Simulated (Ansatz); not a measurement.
# C₃H₈ClFOSi: one species, many methods

Aim: compute C₃H₈ClFOSi with functionals from several rungs and with coupled cluster. The yardstick is the atomisation energy at the CCSD(T) limit.

Computed with Ansatz 0.2.0, Gaussian basis. Level: functionals in def2-TZVPP, the program's frozen cores in correlated methods.

The runs, in order: PBE-D4, r2SCAN-D4, PBE0-D4, B3LYP-D4, ωB97X-V, ωB97M-V, B2PLYP; CCSD(T)/def2-TZVPP; MP2/def2-QZVPP; extrapolation to the limit.

## (1) The relaxed structure

The geometry comes from an earlier relaxation with PBE0-D4 in a triple-zeta def2 set; it is a stationary point, not always the lowest conformer.

SMILES `CCO[Si](C)(F)Cl`, 15 atoms, charge 0, spin multiplicity 1.

Atoms are counted from 1 here; the program's logs count them from 0.

Bond lengths: C1–C2 1.508 Å, C1–H8 1.092 Å, C1–H9 1.092 Å, C1–H10 1.093 Å, C2–O3 1.423 Å, C2–H11 1.096 Å, C2–H12 1.094 Å, O3–Si4 1.614 Å, Si4–C5 1.835 Å, Si4–F6 1.593 Å, Si4–Cl7 2.053 Å, C5–H13 1.091 Å, C5–H14 1.092 Å, C5–H15 1.091 Å. Angles: C2–C1–H8 110.7°, C2–C1–H9 110.5°, C2–C1–H10 110.2°, H8–C1–H9 108.5°, H8–C1–H10 108.4°, H9–C1–H10 108.5°, C1–C2–O3 110.2°, C1–C2–H11 110.5°, C1–C2–H12 110.9°, O3–C2–H11 110.5°, O3–C2–H12 107.2°, H11–C2–H12 107.5°, C2–O3–Si4 127.1°, O3–Si4–C5 109.9°, O3–Si4–F6 110.1°, O3–Si4–Cl7 109.9°, C5–Si4–F6 110.3°, C5–Si4–Cl7 111.8° and more.

## (2) PBE-D4 (GGA)

The input, in.yaml:

```yaml
crystal:
  periodic: [false, false, false]
  atoms:
    - {symbol: C, position_ang: [1.300342, 1.102066, -1.713670]}
    - {symbol: C, position_ang: [-0.059781, 0.480658, -1.519810]}
    - {symbol: O, position_ang: [-0.379194, 0.421358, -0.134162]}
    - {symbol: Si, position_ang: [-0.627740, -0.904723, 0.751117]}
    - {symbol: C, position_ang: [-0.771183, -0.454343, 2.523846]}
    - {symbol: F, position_ang: [-1.948372, -1.648609, 0.261816]}
    - {symbol: Cl, position_ang: [0.884741, -2.254867, 0.426716]}
    - {symbol: H, position_ang: [2.074616, 0.487413, -1.250316]}
    - {symbol: H, position_ang: [1.333505, 2.097235, -1.266006]}
    - {symbol: H, position_ang: [1.524430, 1.194162, -2.779257]}
    - {symbol: H, position_ang: [-0.089721, -0.520996, -1.962875]}
    - {symbol: H, position_ang: [-0.835518, 1.078794, -2.005823]}
    - {symbol: H, position_ang: [0.152562, 0.008921, 2.874438]}
    - {symbol: H, position_ang: [-1.590768, 0.253895, 2.664758]}
    - {symbol: H, position_ang: [-0.967908, -1.340964, 3.129230]}
basis:
  gaussian: {orbitals: def2-TZVPP}
hamiltonian: {xc: pbe, dispersion: d4}
output: {forces: true, orbitals: {seedname: orbitals}}
```

Launch:

```sh
ansatz run in.yaml --threads 2 --pin off --events-out ev --progress --plain --max-ram 31744MiB --backend cuda --devices 0, --max-vram 18GiB
```

After this run come: r2SCAN-D4 (meta-GGA); PBE0-D4 (hybrid); B3LYP-D4 (hybrid); ωB97X-V (range-separated); ωB97M-V (range-separated); B2PLYP (double hybrid); CCSD(T) in def2-TZVPP; MP2 in def2-QZVPP.

Before running them: what should the planned runs give, taken together? Wanted: atomisation energy, CCSD(T)/CBS; farthest; mean size of error, hybrid; mean size of error, range-separated; gap, smallest and largest; T1 diagnostic; triples share of the correlation energy.

As calculated:

| quantity | value |
| --- | --- |
| atomisation energy, CCSD(T)/CBS | 6005.7 kJ/mol |
| functionals within 30.0 kJ/mol (0.5 %) | r2SCAN-D4, PBE0-D4, B3LYP-D4, ωB97X-V, ωB97M-V |
| farthest | B2PLYP (-78.4 kJ/mol) |
| mean size of error, hybrid | 20.0 kJ/mol |
| mean size of error, range-separated | 6.5 kJ/mol |
| gap, smallest and largest | 7.29 eV (PBE-D4), 14.08 eV (ωB97X-V) |
| T1 diagnostic | 0.0105 |
| triples share of the correlation energy | 3.6 % |

PBE-D4 is off by +75.6 kJ/mol. Double hybrids carry the basis error of their MP2 part in triple zeta, and no dispersion term here, so their miss is partly the set-up's. The reference freezes the cores and leaves out relativity and excitations past (T), so misses under about 30.0 kJ/mol can't be ranked. Hartree-Fock recovers 75 % of the binding; the rest is correlation. The gap grows from 7.3 to 14.1 eV across the functionals, mostly with the share of exact exchange.
